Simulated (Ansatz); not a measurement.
**SiH₄Se: one species, many methods**

How much do the methods differ for SiH₄Se? The plan is to run it at one geometry with functionals of several rungs and with coupled cluster, and see how far each lands from CCSD(T) at the basis-set limit for the atomisation energy.

The runs use Ansatz 0.2.0, Gaussian basis; functionals in def2-TZVPP, the program's frozen cores in correlated methods.

Levels to be run: LDA (SPW92), PBE-D4, revPBE-D4, BLYP-D4, r2SCAN-D4, B97M-V, PBE0-D4, B3LYP-D4, r2SCANh-D4, r2SCAN0-D4, HSE06-D4, BHLYP-D4, CAM-B3LYP-D4, LC-ωPBE, ωB97X-V, ωB97M-V, B2PLYP, PBE-QIDH; CCSD(T)/def2-SVP; CCSD(T)/def2-TZVPP; MP2/def2-QZVPP; extrapolation to the limit; RPA on PBE.

### Step 1. The geometry

The geometry comes from an earlier relaxation with PBE0-D4 in a triple-zeta def2 set; it is a stationary point.

SMILES `[SiH3][SeH]`, 6 atoms, charge 0, spin multiplicity 1.

Atoms are counted from 1 here; the program's logs count them from 0.

Bond lengths: Si1–Se2 2.279 Å, Si1–H3 1.484 Å, Si1–H4 1.483 Å, Si1–H5 1.484 Å, Se2–H6 1.469 Å. Angles: Se2–Si1–H3 111.5°, Se2–Si1–H4 104.9°, Se2–Si1–H5 111.4°, H3–Si1–H4 110.0°, H3–Si1–H5 109.1°, H4–Si1–H5 110.0°, Si1–Se2–H6 93.0°.

### Step 2. LDA

This LDA is Slater exchange with PW92 correlation.

File in.yaml:

```yaml
crystal:
  periodic: [false, false, false]
  atoms:
    - {symbol: Si, position_ang: [-0.244731, -0.234541, -0.474580]}
    - {symbol: Se, position_ang: [0.898727, -0.252130, 1.496856]}
    - {symbol: H, position_ang: [-1.605513, 0.334245, -0.308735]}
    - {symbol: H, position_ang: [-0.336923, -1.659639, -0.873449]}
    - {symbol: H, position_ang: [0.479938, 0.537757, -1.514304]}
    - {symbol: H, position_ang: [0.850603, 1.210309, 1.627912]}
basis:
  gaussian: {orbitals: def2-TZVPP}
hamiltonian: {xc: lda}
output: {orbitals: {seedname: orbitals}}
```

Further steps of the session: PBE-D4 (GGA); revPBE-D4 (GGA); BLYP-D4 (GGA); r2SCAN-D4 (meta-GGA); B97M-V (meta-GGA); PBE0-D4 (hybrid); B3LYP-D4 (hybrid); r2SCANh-D4 (hybrid); r2SCAN0-D4 (hybrid); HSE06-D4 (hybrid); BHLYP-D4 (hybrid); CAM-B3LYP-D4 (range-separated); LC-ωPBE-D4 (range-separated); ωB97X-V (range-separated); ωB97M-V (range-separated); B2PLYP (double hybrid); PBE-QIDH (double hybrid); CCSD(T) in def2-SVP; CCSD(T) in def2-TZVPP; MP2 in def2-QZVPP; RPA on PBE orbitals.

Q: Predict the results of all the runs planned. Wanted: atomisation energy, CCSD(T)/CBS; farthest beyond LDA; mean size of error, GGA; mean size of error, meta-GGA; mean size of error, hybrid; mean size of error, range-separated; mean size of error, double hybrid; gap, smallest and largest; T1 diagnostic.

**Answer**, as computed:

| quantity | value |
| --- | --- |
| atomisation energy, CCSD(T)/CBS | 1637.8 kJ/mol |
| functionals within 16.4 kJ/mol (1.0 %) | r2SCAN-D4, B97M-V, B3LYP-D4, CAM-B3LYP-D4, ωB97X-V |
| farthest beyond LDA | revPBE-D4 (-56.2 kJ/mol) |
| mean size of error, GGA | 41.2 kJ/mol |
| mean size of error, meta-GGA | 10.7 kJ/mol |
| mean size of error, hybrid | 28.4 kJ/mol |
| mean size of error, range-separated | 22.3 kJ/mol |
| mean size of error, double hybrid | 38.7 kJ/mol |
| gap, smallest and largest | 4.88 eV (LDA (SPW92)), 11.77 eV (LC-ωPBE) |
| T1 diagnostic | 0.0092 |
| triples share of the correlation energy | 3.3 % |

What this shows: LDA overbinds by 164.9 kJ/mol (10 %). PBE-D4 misses by -33.0 kJ/mol. Double hybrids carry the basis error of their MP2 part in triple zeta, and no dispersion term here, so their miss is partly the set-up's. By mean error the best rung here is meta-GGA (10.7 kJ/mol) and the worst beyond LDA is GGA (41.2 kJ/mol). The reference freezes the cores and leaves out relativity and excitations past (T), and its outer-core shells are covered unevenly, so misses under about 16.4 kJ/mol can't be ranked. All levels share the lack of spin-orbit coupling, which lowers the free heavy atoms and so the true binding. Hartree-Fock recovers 74 % of the binding; the rest is correlation. CCSD(T) in def2-SVP is off by -130.2 kJ/mol, worse than the median functional, from the basis alone. Orbital gaps span 4.9 to 11.8 eV; exact exchange widens them. Correlated methods include outer-core shells of Se, which these sets cover unevenly.
